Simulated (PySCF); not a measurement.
# C6H4S2: the cost of one run

Computed with PySCF 2.14.0 and routines of our own; the level stands in each step. Atoms count from 0.

### Step 1. The starting structure

12 atoms, charge 0, multiplicity 1; geometry from: GFN2-xTB.

### Step 2. Magnetic properties: GIAO CAM-B3LYP/pcSseg-1

What the job is given:

```
{"job": {"kind": "mag", "xc": "CAM-B3LYP", "basis": "pcSseg-1", "isotopologues": 2}, "charge": 0, "multiplicity": 1}
C     -3.250010     0.984901     0.070979
C     -2.113643     0.591919     0.058616
C     -0.784844     0.162892     0.036977
C     -0.286664    -1.071695     0.351491
C      1.110498    -1.161670     0.219746
C      1.673444     0.009812    -0.195634
S      3.383910     0.290047    -0.474484
S      0.492403     1.257158    -0.434749
H     -4.247557     1.307262     0.088582
H     -0.911790    -1.887523     0.666520
H      1.681732    -2.049310     0.421003
H      3.253720     1.565521    -0.835075
```

Method: GIAO CAM-B3LYP/pcSseg-1 magnetisability, rotational g tensor and spin-rotation constants, non-relativistic, gas phase.

Started as:

```
OMP_NUM_THREADS=1 python excited_run.py task.json out
```

This one command runs all jobs of the session in turn.

**Question.** How long does this first job take on 1 thread of Arm Neoverse V2, shared host, and how much memory does it need?

About 32 s, with a peak of 0.88 GiB.
